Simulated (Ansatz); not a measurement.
# H2OSSe: the cost of one run

All numbers below are computed with Ansatz 0.2.0 (RKS B3LYP-D4/def2-SVPD).

## Step 1: Starting point

Bond lengths: S1–O2 1.627 Å, O2–Se3 1.897 Å, S1–H4 1.353 Å, Se3–H5 1.460 Å. Angles: S1–O2–Se3 124.1°, O2–S1–H4 98.3°, O2–Se3–H5 93.1°.

Structure file:

```xyz
5

S    -1.0321   -1.2287    0.2071
O    -0.1392   -0.0507    0.8870
Se    1.6184    0.4030    0.3360
H    -1.5924   -0.5006   -0.7866
H     1.1453    1.3770   -0.6436
```

## Step 2: Relaxing end A

The input, input.yaml:

```yaml
crystal:
  periodic: [false, false, false]
  atoms:
    - { symbol: S, position_ang: [-1.03214, -1.2287, 0.20709] }
    - { symbol: O, position_ang: [-0.13919, -0.05069, 0.88704] }
    - { symbol: Se, position_ang: [1.61842, 0.40301, 0.33603] }
    - { symbol: H, position_ang: [-1.59239, -0.50063, -0.78656] }
    - { symbol: H, position_ang: [1.1453, 1.37701, -0.6436] }
basis:
  gaussian: { orbitals: def2-SVPD }
hamiltonian:
  xc: b3lyp
  dispersion: d4
relax:
  f_tol: 0.02
  max_steps: 50
```

Started as:

```console
$ ansatz run input.yaml --threads 2 --pin off --max-ram 3072MiB --backend cpu --events-out ev --progress --plain --runs-dir out
```

**Question.** How long does this run take on 2 threads of Arm Neoverse V2, shared host, and how much memory does it need?

About 12 s, with a peak of 0.23 GiB.
